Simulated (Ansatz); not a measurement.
# C₂H₅BSeSi: small, medium and large basis sets

An exercise on one series of results from a longer session: the logs are not shown, and one member is left open.

Computed with Ansatz 0.2.0, Gaussian basis. Level: one geometry, several basis sets.

Levels to be run: PBE0-D4/def2-SVP; ωB97M-V/def2-SVP; PBE0-D4/def2-QZVPP; ωB97M-V/def2-QZVPP; the functionals' def2-TZVPP values are taken from earlier runs.

## The geometry

All runs share one geometry, relaxed beforehand with PBE0-D4 in a triple-zeta def2 set.

SMILES `C#CB[SiH2][SeH]`, 10 atoms, charge 0, spin multiplicity 1.

Atoms are counted from 1 here; the program's logs count them from 0.

Bond lengths: C1–C2 1.208 Å, C1–H6 1.065 Å, C2–B3 1.520 Å, B3–Si4 1.959 Å, B3–H7 1.197 Å, Si4–Se5 2.378 Å, Si4–H8 1.483 Å, Si4–H9 1.483 Å, Se5–H10 1.469 Å. Angles: C2–C1–H6 179.2°, C1–C2–B3 178.5°, C2–B3–Si4 121.3°, C2–B3–H7 122.1°, Si4–B3–H7 114.7°, B3–Si4–Se5 62.6°, B3–Si4–H8 123.0°, B3–Si4–H9 125.5°, Se5–Si4–H8 106.3°, Se5–Si4–H9 107.5°, H8–Si4–H9 111.3°, Si4–Se5–H10 91.6°.

The first run:

in.yaml reads:

```yaml
crystal:
  periodic: [false, false, false]
  atoms:
    - {symbol: C, position_ang: [1.641325, 1.757556, 0.884145]}
    - {symbol: C, position_ang: [1.204449, 0.694653, 0.512536]}
    - {symbol: B, position_ang: [0.630458, -0.643618, 0.078110]}
    - {symbol: Si, position_ang: [-1.280733, -1.036908, 0.252835]}
    - {symbol: Se, position_ang: [-0.482316, -0.428676, -1.902885]}
    - {symbol: H, position_ang: [2.040871, 2.688395, 1.212785]}
    - {symbol: H, position_ang: [1.322330, -1.601381, -0.110616]}
    - {symbol: H, position_ang: [-1.840292, -2.403763, 0.119592]}
    - {symbol: H, position_ang: [-2.329350, -0.059504, 0.631693]}
    - {symbol: H, position_ang: [-0.823842, 0.982046, -1.675394]}
basis:
  gaussian: {orbitals: def2-SVP}
hamiltonian: {xc: pbe0, dispersion: d4}
output: {orbitals: {seedname: orbitals}}
```

Among the steps run: PBE0-D4 in def2-SVP; ωB97M-V in def2-SVP; PBE0-D4 in def2-QZVPP; ωB97M-V in def2-QZVPP.

One table of the session follows, with a row left open; its other results are not shown here.

It belongs to the step «Functionals by basis». 

```
functional       basis  HOMO (eV)
   PBE0-D4    def2-SVP      -6.86
   PBE0-D4  def2-TZVPP      -6.90
   PBE0-D4  def2-QZVPP      -6.91
   ωB97M-V    def2-SVP          ?
   ωB97M-V  def2-TZVPP      -8.92
   ωB97M-V  def2-QZVPP      -8.92
```

Q: Estimate the row for ωB97M-V, def2-SVP from the others.

The run gave: HOMO (eV): -8.86. In the column «HOMO (eV)» it lies between ωB97M-V, def2-QZVPP (-8.92) and PBE0-D4, def2-QZVPP (-6.91).
